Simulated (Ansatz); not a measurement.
# Zn (diamond type): the cost of one run

Program: Ansatz 0.2.0. Level of theory: DFT PBEsol, with the methods named in each step. These are calculated values, not measurements.

1 further run of the same task is left out (for a known fault of the program). Runs told in other sessions of the task aren't counted.

### Step 1. The starting structure

Symmetry: Fd-3m, No. 227, cubic system. Conventional cell: a = 5.211 Å, b = 5.211 Å, c = 5.211 Å, α = 90.00°, β = 90.00°, γ = 90.00°. Around Zn (site symmetry -43m) lie 4 Zn at 2.26 Å.

As a file:

```cif
data_structure
_symmetry_space_group_name_H-M 'P 1'
_symmetry_Int_Tables_number 1
_cell_length_a 3.6850
_cell_length_b 3.6850
_cell_length_c 3.6850
_cell_angle_alpha 60.000
_cell_angle_beta 60.000
_cell_angle_gamma 60.000
_cell_volume 35.38
loop_
_atom_site_label
_atom_site_type_symbol
_atom_site_fract_x
_atom_site_fract_y
_atom_site_fract_z
_atom_site_occupancy
Zn1 Zn 0.87500 0.87500 0.87500 1
Zn2 Zn 0.12500 0.12500 0.12500 1
```

Whether this phase is the stable one at these pressures isn't tested.

Atoms are numbered in the order of the input: Zn1, Zn2.

### Step 2. Cell relaxed at zero pressure, PAW

File input.yaml:

```yaml
crystal:
  lattice:
    - [0.0, 2.6056705624, 2.6056705624]
    - [2.6056705624, 0.0, 2.6056705624]
    - [2.6056705624, 2.6056705624, 0.0]
  atoms:
    - { symbol: Zn, position: [-0.125, -0.125, -0.125] }
    - { symbol: Zn, position: [0.125, 0.125, 0.125] }
kpoints:
  mp_grid: { grid: [13, 13, 13] }
scf:
  occupations: { method: fermi_dirac, width: 0.05 }
hamiltonian:
  xc: pbesol
  pseudopotentials: { kind: paw }
output:
  forces: true
  stress: true
relax:
  f_tol: 0.005
  max_steps: 40
  cell: {}
```

Started as:

```sh
$ ansatz run input.yaml --threads 1 --pin off --max-ram 2048MiB --backend cpu --events-out ev --progress --plain --runs-dir out
```

**Question.** How long does this run take on 1 thread of Arm Neoverse V2, shared host, and how much memory does it need?

About 20 s, with a peak of 0.34 GiB.
